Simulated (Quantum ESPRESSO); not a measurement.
# AlN (P6_3mc) in Quantum ESPRESSO: phonons with PBE

Aim: the phonons of AlN with PBE.

All numbers are computed with Quantum ESPRESSO 7.5; they aren't measurements. Logs are shortened: lines on timing, memory, paths and dates and some standing lists are left out, and cuts for length are marked.

**Measured values to compare with.**

From “Self-assembly of well-separated AlN nanowires directly on sputtered metallic TiN films”, 2019, arxiv:1910.07391, for a bulk crystal of AlN at 10 K: band gap 6.034 eV (an exciton energy, a little under the gap).

The runs below are set against these values where they give the same quantity.

## Step 1: The structure

It takes space group P6_3mc (No. 186, hexagonal). The conventional cell has a = 3.101 Å, b = 3.101 Å, c = 4.993 Å, α = 90.00°, β = 90.00°, γ = 120.00°. Around Al (site symmetry 3m) lie 4 N at 1.89 to 1.90 Å. Around N (site symmetry 3m) lie 4 Al at 1.89 to 1.90 Å.

## Step 2: Phonons, PBE

pw.in reads:

```
&CONTROL
  calculation = 'scf'
  prefix = 'pwscf'
  outdir = './tmp'
  pseudo_dir = './pseudo'
  tprnfor = .true.
  tstress = .true.
  disk_io = 'low'
/
&SYSTEM
  ibrav = 0
  celldm(1) = 8
  nat = 4
  ntyp = 2
  ecutwfc = 84
  nbnd = 14
  occupations = 'smearing'
  smearing = 'fd'
  degauss = 0.00367493
/
&ELECTRONS
  conv_thr = 8d-10
  electron_maxstep = 120
  mixing_beta = 0.5
/
ATOMIC_SPECIES
Al    26.9815 Al.upf
N     14.0070 N.upf
CELL_PARAMETERS alat
  0.7323983195320   0.0000000000000   0.0000000000000
 -0.3661991597660   0.6342755504082   0.0000000000000
  0.0000000000000   0.0000000000000   1.1794502906216
ATOMIC_POSITIONS crystal
Al     0.3333333333    0.6666666667    0.0000000000
Al     0.6666666667    0.3333333333    0.5000000000
N      0.3333333333    0.6666666667    0.3800000000
N      0.6666666667    0.3333333333    0.8800000000
K_POINTS automatic
8 8 5 0 0 0
```

relax.in reads:

```
&CONTROL
  calculation = 'relax'
  prefix = 'pwscf'
  outdir = './tmp'
  pseudo_dir = './pseudo'
  tprnfor = .true.
  tstress = .true.
  disk_io = 'low'
  nstep = 40
  forc_conv_thr = 0.0001
  etot_conv_thr = 1d-06
/
&SYSTEM
  ibrav = 0
  celldm(1) = 8
  nat = 4
  ntyp = 2
  ecutwfc = 84
  nbnd = 14
  occupations = 'smearing'
  smearing = 'fd'
  degauss = 0.00367493
/
&ELECTRONS
  conv_thr = 8d-10
  electron_maxstep = 120
  mixing_beta = 0.5
/
&IONS
  ion_dynamics = 'bfgs'
/
ATOMIC_SPECIES
Al    26.9815 Al.upf
N     14.0070 N.upf
CELL_PARAMETERS alat
  0.7323983195320   0.0000000000000   0.0000000000000
 -0.3661991597660   0.6342755504082   0.0000000000000
  0.0000000000000   0.0000000000000   1.1794502906216
ATOMIC_POSITIONS crystal
Al     0.3333333333    0.6666666667    0.0000000000
Al     0.6666666667    0.3333333333    0.5000000000
N      0.3333333333    0.6666666667    0.3800000000
N      0.6666666667    0.3333333333    0.8800000000
K_POINTS automatic
8 8 5 0 0 0
```

scf2.in reads:

```
&CONTROL
  calculation = 'scf'
  prefix = 'pwscf'
  outdir = './tmp'
  pseudo_dir = './pseudo'
  tprnfor = .true.
  tstress = .true.
  disk_io = 'low'
/
&SYSTEM
  ibrav = 0
  celldm(1) = 8
  nat = 4
  ntyp = 2
  ecutwfc = 84
  nbnd = 14
  occupations = 'fixed'
/
&ELECTRONS
  conv_thr = 1d-13
  electron_maxstep = 120
  mixing_beta = 0.5
  startingpot = 'file'
  startingwfc = 'file'
/
ATOMIC_SPECIES
Al    26.9815 Al.upf
N     14.0070 N.upf
CELL_PARAMETERS alat
  0.7323983195384   0.0000000000000   0.0000000000000
 -0.3661991597692   0.6342755504093   0.0000000000000
  0.0000000000000   0.0000000000000   1.1794502906171
ATOMIC_POSITIONS crystal
Al     0.3333333334    0.6666666668   -0.0003914297
Al     0.6666666668    0.3333333334    0.4996085703
N      0.3333333334    0.6666666668    0.3803914297
N      0.6666666668    0.3333333334    0.8803914297
K_POINTS automatic
8 8 5 0 0 0
```

ph.in reads:

```
phonons of AlN
&INPUTPH
  prefix = 'pwscf'
  outdir = './tmp'
  tr2_ph = 1d-18
  fildyn = 'dyn'
  niter_ph = 90
  alpha_mix(1) = 0.7
  epsil = .true.
/
0.0000000000 0.0000000000 0.0000000000
```

dynmat.in reads:

```
&INPUT
  fildyn = 'dyn'
  asr = 'crystal'
  lperm = .true.
  filout = 'dynmat.disp'
  fileig = 'dynmat.eig'
/
```

dynmat_lo.in reads:

```
&INPUT
  fildyn = 'dyn'
  asr = 'crystal'
  filout = 'dynmat_lo.disp'
  fileig = 'dynmat_lo.eig'
  q(1) = 0
  q(2) = 0
  q(3) = 1
/
```

Potentials or basis: PseudoDojo 0.4.1 SR PBE standard.

The run is started by

```sh
OMP_NUM_THREADS=1 mpirun -n 2 pw.x -nk 2 -in pw.in > pw.out
OMP_NUM_THREADS=1 mpirun -n 2 pw.x -nk 2 -in relax.in > relax.out
OMP_NUM_THREADS=1 mpirun -n 2 pw.x -nk 2 -in scf2.in > scf2.out
OMP_NUM_THREADS=1 mpirun -n 2 ph.x -nk 2 -in ph.in > ph.out
OMP_NUM_THREADS=1 mpirun -n 1 dynmat.x -in dynmat.in > dynmat.out
OMP_NUM_THREADS=1 mpirun -n 1 dynmat.x -in dynmat_lo.in > dynmat_lo.out
```

pw.out:

```text
This program is part of the open-source Quantum ESPRESSO suite
     for quantum simulation of materials; please cite
[... 6 lines left out ...]
     using ibrav=0 with symmetry is DISCOURAGED, use correct ibrav instead

     K-points division:     npool     =       2
     Subspace diagonalization in iterative solution of the eigenvalue problem:
     a serial algorithm will be used

     G-vector sticks info
     --------------------
     sticks:   dense  smooth     PW     G-vecs:    dense   smooth      PW
     Sum         805     805    235                29179    29179    4619

     Using Slab Decomposition

     bravais-lattice index     =            0
     lattice parameter (alat)  =       8.0000  a.u.
     unit-cell volume          =     280.5272 (a.u.)^3
     number of atoms/cell      =            4
     number of atomic types    =            2
     number of electrons       =        16.00
     number of Kohn-Sham states=           14
     kinetic-energy cutoff     =      84.0000  Ry
     charge density cutoff     =     336.0000  Ry
     scf convergence threshold =      8.0E-10
     mixing beta               =       0.5000
     number of iterations used =            8  plain     mixing
     Exchange-correlation= PBE
                           (   1   4   3   4   0   0   0)

     celldm(1)=   8.000000  celldm(2)=   0.000000  celldm(3)=   0.000000
     celldm(4)=   0.000000  celldm(5)=   0.000000  celldm(6)=   0.000000

     crystal axes: (cart. coord. in units of alat)
               a(1) = (   0.732398   0.000000   0.000000 )
               a(2) = (  -0.366199   0.634276   0.000000 )
               a(3) = (   0.000000   0.000000   1.179450 )

     reciprocal axes: (cart. coord. in units 2 pi/alat)
               b(1) = (  1.365377  0.788301 -0.000000 )
               b(2) = (  0.000000  1.576602  0.000000 )
               b(3) = (  0.000000 -0.000000  0.847853 )

     PseudoPot. # 1 for Al read from file:
     Al.upf
     Pseudo is Norm-conserving + core correction, Zval =  3.0
     Generated using ONCVPSP code by D. R. Hamann
     Using radial grid of 1876 points,  6 beta functions with:
                l(1) =   0
                l(2) =   0
                l(3) =   1
                l(4) =   1
                l(5) =   2
                l(6) =   2

     PseudoPot. # 2 for N  read from file:
     N.upf
     Pseudo is Norm-conserving + core correction, Zval =  5.0
     Generated using ONCVPSP code by D. R. Hamann
     Using radial grid of 1058 points,  4 beta functions with:
                l(1) =   0
                l(2) =   0
                l(3) =   1
                l(4) =   1

     atomic species   valence    mass     pseudopotential
     Al                3.00    26.98150     Al( 1.00)
     N                 5.00    14.00700     N ( 1.00)

     12 Sym. Ops. (no inversion) found ( 6 have fractional translation)

   Cartesian axes

     site n.     atom                  positions (alat units)
         1        Al     tau(   1) = (  -0.0000000   0.4228504   0.0000000  )
         2        Al     tau(   2) = (   0.3661992   0.2114252   0.5897251  )
         3        N      tau(   3) = (  -0.0000000   0.4228504   0.4481911  )
         4        N      tau(   4) = (   0.3661992   0.2114252   1.0379163  )

     number of k points=    30  Fermi-Dirac smearing, width (Ry)=  0.0037
                       cart. coord. in units 2pi/alat
        k(    1) = (   0.0000000   0.0000000   0.0000000), wk =   0.0062500
        k(    2) = (   0.0000000   0.0000000   0.1695705), wk =   0.0125000
        k(    3) = (   0.0000000   0.0000000   0.3391410), wk =   0.0125000
        k(    4) = (   0.0000000   0.1970752   0.0000000), wk =   0.0375000
        k(    5) = (   0.0000000   0.1970752   0.1695705), wk =   0.0750000
        k(    6) = (   0.0000000   0.1970752   0.3391410), wk =   0.0750000
[... 22 lines left out ...]
        k(   29) = (   0.3413443   0.7883009   0.1695705), wk =   0.0750000
        k(   30) = (   0.3413443   0.7883009   0.3391410), wk =   0.0750000

     Dense  grid:    29179 G-vectors     FFT dimensions: (  36,  36,  60)

     Initial potential from superposition of free atoms

     starting charge      15.9951, renormalised to      16.0000
     Starting wfcs are   16 randomized atomic wfcs

     Self-consistent Calculation

     iteration #  1     ecut=    84.00 Ry     beta= 0.50
     Davidson diagonalization with overlap
     ethr =  1.00E-02,  avg # of iterations =  4.0

     total energy              =     -50.81990340 Ry
     estimated scf accuracy    <       1.20564950 Ry

     iteration #  2     ecut=    84.00 Ry     beta= 0.50
     Davidson diagonalization with overlap
     ethr =  7.54E-03,  avg # of iterations =  2.0

     total energy              =     -51.15538360 Ry
     estimated scf accuracy    <       0.13842631 Ry

     iteration #  3     ecut=    84.00 Ry     beta= 0.50
     Davidson diagonalization with overlap
     ethr =  8.65E-04,  avg # of iterations =  1.7

     total energy              =     -51.17405212 Ry
     estimated scf accuracy    <       0.01049765 Ry

     iteration #  4     ecut=    84.00 Ry     beta= 0.50
     Davidson diagonalization with overlap
     ethr =  6.56E-05,  avg # of iterations =  5.6

     total energy              =     -51.17622889 Ry
     estimated scf accuracy    <       0.00712807 Ry

     iteration #  5     ecut=    84.00 Ry     beta= 0.50
     Davidson diagonalization with overlap
     ethr =  4.46E-05,  avg # of iterations =  1.8
[... 15 lines left out ...]
     total energy              =     -51.17675170 Ry
     estimated scf accuracy    <       0.00002479 Ry

     iteration #  8     ecut=    84.00 Ry     beta= 0.50
     Davidson diagonalization with overlap
     ethr =  1.55E-07,  avg # of iterations =  2.0

     total energy              =     -51.17675599 Ry
     estimated scf accuracy    <       0.00000050 Ry

     iteration #  9     ecut=    84.00 Ry     beta= 0.50
     Davidson diagonalization with overlap
     ethr =  3.15E-09,  avg # of iterations =  3.2

     total energy              =     -51.17675622 Ry
     estimated scf accuracy    <       0.00000002 Ry

     iteration # 10     ecut=    84.00 Ry     beta= 0.50
     Davidson diagonalization with overlap
     ethr =  1.19E-10,  avg # of iterations =  3.3

     End of self-consistent calculation

          k = 0.0000 0.0000 0.0000 (  3693 PWs)   bands (ev):

    -8.0129  -5.8722   1.1473   6.3568   6.3568   6.9915   6.9915   7.1435
    11.4287  13.9518  17.7686  18.4579  18.4579  20.2634

          k = 0.0000 0.0000 0.1696 (  3675 PWs)   bands (ev):

    -7.8609  -6.1624   1.6738   6.3179   6.4143   6.4143   6.9277   6.9277
    12.0993  14.0329  17.5392  18.4227  18.4227  19.2606

          k = 0.0000 0.0000 0.3391 (  3658 PWs)   bands (ev):

    -7.4280  -6.7971   2.9945   4.6795   6.5679   6.5679   6.7640   6.7640
    13.2485  13.9803  17.3337  17.9585  18.5616  18.5624

          k = 0.0000 0.1971 0.0000 (  3641 PWs)   bands (ev):

    -7.8133  -5.7595   1.3856   5.4809   6.1125   6.1654   6.9516   7.0562
    12.2546  14.6852  16.9582  17.3577  19.0205  19.8122

          k = 0.0000 0.1971 0.1696 (  3662 PWs)   bands (ev):

    -7.6653  -6.0322   1.8620   5.5172   5.7917   6.1853   6.7870   6.8633
    12.6948  14.7410  16.6441  17.3881  18.9266  19.1907

          k = 0.0000 0.1971 0.3391 (  3666 PWs)   bands (ev):

    -7.2448  -6.6366   3.0422   4.4725   5.9300   6.3433   6.3827   6.6411
    13.6200  14.4841  16.5059  17.0862  18.8042  19.0257
[... 11 lines left out ...]
          k = 0.0000 0.3942 0.3391 (  3654 PWs)   bands (ev):

    -6.7450  -6.2141   2.8263   3.5177   5.0669   5.9962   6.0230   6.3441
    13.4344  14.1218  16.3782  17.0501  18.5619  19.2166

          k = 0.0000 0.5912 0.0000 (  3645 PWs)   bands (ev):

    -6.5029  -5.2953   2.2799   3.0714   3.5092   5.2634   6.0241   6.5840
    13.3219  13.4930  15.2854  17.5190  18.4299  19.2079

          k = 0.0000 0.5912 0.1696 (  3641 PWs)   bands (ev):

    -6.3978  -5.4205   1.9850   2.9610   3.9629   5.3690   6.2144   6.4312
    12.7436  13.5503  16.0052  17.1744  18.7727  18.8345

          k = 0.0000 0.5912 0.3391 (  3653 PWs)   bands (ev):

    -6.1127  -5.7393   1.9395   2.3364   5.1263   5.6620   6.0529   6.0641
    12.5873  13.2175  16.3826  17.1083  18.6270  19.2184

          k = 0.0000-0.7883 0.0000 (  3634 PWs)   bands (ev):

    -6.0244  -5.3334   1.7209   3.0007   3.8248   5.1213   5.3895   6.5004
    12.9616  13.0620  15.4240  17.4880  18.1603  19.3634

          k = 0.0000-0.7883 0.1696 (  3630 PWs)   bands (ev):

    -5.9518  -5.3883   1.5354   2.5126   4.3563   5.2306   5.8253   6.3391
    12.3913  13.1282  16.3540  16.7850  18.6071  19.1582

          k = 0.0000-0.7883 0.3391 (  3636 PWs)   bands (ev):

    -5.7651  -5.5471   1.4549   1.8100   5.3609   5.5345   5.9537   6.0452
    12.2075  12.8654  16.2543  16.9094  18.6001  19.3563

          k = 0.1707 0.2956 0.0000 (  3655 PWs)   bands (ev):

    -7.4341  -5.5680   1.8478   4.5412   4.7074   5.9575   6.6347   6.8473
    13.2850  15.5215  15.9099  16.2454  18.7546  19.2457

          k = 0.1707 0.2956 0.1696 (  3658 PWs)   bands (ev):

    -7.2949  -5.8045   2.1861   4.5280   4.7540   5.8086   6.5132   6.7486
    13.3942  15.2777  15.9370  16.4386  18.6678  19.4664

          k = 0.1707 0.2956 0.3391 (  3654 PWs)   bands (ev):

    -6.9022  -6.3438   2.9872   3.8806   5.3314   5.7723   6.2442   6.2957
    13.8241  14.5468  16.3179  16.6636  18.5738  19.0924

          k = 0.1707 0.4927 0.0000 (  3655 PWs)   bands (ev):

    -6.7682  -5.3280   2.7026   3.0331   3.7601   5.1918   6.2457   6.3453
    13.9504  14.2396  15.4179  17.1342  18.0979  18.9088

          k = 0.1707 0.4927 0.1696 (  3656 PWs)   bands (ev):

    -6.6504  -5.4900   2.4112   3.2539   4.0774   5.1134   6.0375   6.5180
    13.5369  14.2987  15.7135  17.2439  18.1299  18.9836

          k = 0.1707 0.4927 0.3391 (  3649 PWs)   bands (ev):
[... 29 lines left out ...]
          k = 0.3413 0.5912 0.3391 (  3641 PWs)   bands (ev):

    -5.8180  -5.5458   2.2227   2.3396   4.0250   4.4733   5.7838   6.3923
    13.6883  14.0119  16.0592  16.4443  18.6461  18.8559

          k = 0.3413 0.7883 0.0000 (  3626 PWs)   bands (ev):

    -5.6848  -5.3634   2.2350   3.3917   3.5759   4.3885   4.9856   5.1463
    12.3635  15.2656  16.5866  17.0879  18.3067  19.0662

          k = 0.3413 0.7883 0.1696 (  3630 PWs)   bands (ev):

    -5.6414  -5.3791   2.2031   2.9061   3.2552   4.6625   5.1435   5.7279
    12.8104  15.1527  15.9808  16.5036  18.6507  19.0090

          k = 0.3413 0.7883 0.3391 (  3640 PWs)   bands (ev):

    -5.5385  -5.4369   2.1125   2.3169   3.4196   4.0079   6.0793   6.3297
    13.6506  14.4834  15.5604  15.8538  18.8471  18.9487

     the Fermi energy is     9.7848 ev

!    total energy              =     -51.17675623 Ry
     estimated scf accuracy    <          3.1E-10 Ry
     smearing contrib. (-TS)   =      -0.00000000 Ry
     internal energy E=F+TS    =     -51.17675623 Ry

     The total energy is F=E-TS. E is the sum of the following terms:
     one-electron contribution =      -1.94894142 Ry
     hartree contribution      =      11.35334004 Ry
     xc contribution           =     -17.01128697 Ry
     ewald contribution        =     -43.56986787 Ry

     convergence has been achieved in  10 iterations

     Forces acting on atoms (cartesian axes, Ry/au):

     atom    1 type  1   force =     0.00000000   -0.00000000   -0.00201487
     atom    2 type  1   force =    -0.00000000    0.00000000   -0.00201487
     atom    3 type  2   force =    -0.00000000   -0.00000000    0.00201487
     atom    4 type  2   force =     0.00000000    0.00000000    0.00201487

     Total force =     0.004030     Total SCF correction =     0.000005

     Computing stress (Cartesian axis) and pressure

          total   stress  (Ry/bohr**3)                   (kbar)     P=       45.65
   0.00033564  -0.00000000   0.00000000           49.37       -0.00        0.00
  -0.00000000   0.00033564   0.00000000           -0.00       49.37        0.00
   0.00000000   0.00000000   0.00025963            0.00        0.00       38.19

=------------------------------------------------------------------------------=
   JOB DONE.
=------------------------------------------------------------------------------=
```

Wall time 4.7 min (2 MPI ranks of Intel Xeon Platinum 8375C at 2.90GHz (Ice Lake), shared host); peak memory 0.2 GiB.

Results:

| Property | Result |
| --- | --- |
| Free energy | -696.2954 eV |
| Pressure after relaxing | 4.6 GPa |
| Band gap on the k mesh | 4.27 eV, direct |
| Electronic dielectric tensor (diagonal) | 4.39, 4.39, 4.62 |
| Born charges (mean of the diagonal) | Al +2.55; N -2.55 e |
| Highest phonon frequency at Γ, LO-TO splitting left out | 727 cm⁻¹ |
| Static dielectric tensor (diagonal) | 7.88, 7.88, 9.33 |

The path:
| step | energy change (eV) | largest force (eV/Å) | pressure (GPa) |
| --- | --- | --- | --- |
| 1 | 0.0000 | 0.0518 | 4.56 |
| 2 | -0.0002 | 0.0234 | 4.56 |
| 3 | -0.0002 | 0.0003 | 4.56 |
| 4 | -0.0002 | 0.0002 | 4.56 |

Final structure:
```
Al N
1.0
     3.10055    0.00000    0.00000
    -1.55027    2.68515    0.00000
     0.00000    0.00000    4.99311
Al N
2 2
Cartesian
  0.0000 1.7901 -0.0020
  1.5503 0.8951 2.4946
  0.0000 1.7901 1.8993
  1.5503 0.8951 4.3959
```

Phonon frequencies in cm⁻¹ (negative: imaginary):
| q point | frequencies |
| --- | --- |
| (0.000, 0.000, 0.000) | 1 1 2 236 236 550 621 668 668 678 678 727 |

Electronic dielectric tensor:
```
4.39 0.00 0.00
0.00 4.39 0.00
0.00 0.00 4.62
```

Born effective charge tensors (e):
atom 1, Al
```
2.50 0.00 0.00
0.00 2.50 0.00
0.00 0.00 2.66
```
atom 2, Al
```
2.50 0.00 0.00
0.00 2.50 0.00
0.00 0.00 2.66
```
atom 3, N
```
-2.50  0.00  0.00
 0.00 -2.50  0.00
 0.00  0.00 -2.66
```
atom 4, N
```
-2.50  0.00  0.00
 0.00 -2.50  0.00
 0.00  0.00 -2.66
```

Optical modes at Γ, degenerate ones joined, polar ones without the macroscopic field:
```csv
cm⁻¹,components,symmetry,active in,"IR intensity, summed ((D/Å)²/amu)"
236,2,E2,Raman,0.00
550,1,B1,silent,0.00
621,1,A1,IR and Raman,35.42
668,2,E2,Raman,0.00
678,2,E1,IR and Raman,62.63
727,1,B1,silent,0.00
```

Zone-centre frequencies without and with the macroscopic field along z (cm⁻¹):
```tsv
	optical modes in rising order
without	236 236 550 621 668 668 678 678 727
with the field	236 236 550 668 668 678 678 727 883
```

Static dielectric tensor, electrons and zone-centre modes:
```
7.88 0.00 0.00
0.00 7.88 0.00
0.00 0.00 9.33
```

Caveat: the cell is more than 3 GPa from zero pressure, which shifts response properties; on a mesh that holds Γ this program's dielectric tensor can be off by some percent beyond the error of the mesh.

## Step 3: How close it comes

Step 2. Against the measured gap of AlN, 6.034 eV (an exciton energy, a little under the gap; 10 K; quoted in “Self-assembly of well-separated AlN nanowires directly on sputtered metallic TiN films”, 2019, arxiv:1910.07391), the calculated 4.27 eV is off by -1.76 eV. 2 values of this kind are on record (6.034 to 6.0343 eV); this one was drawn at random. The value is that of PBE, without temperature or zero-point motion. Semilocal functionals fall short of measured gaps as a rule.
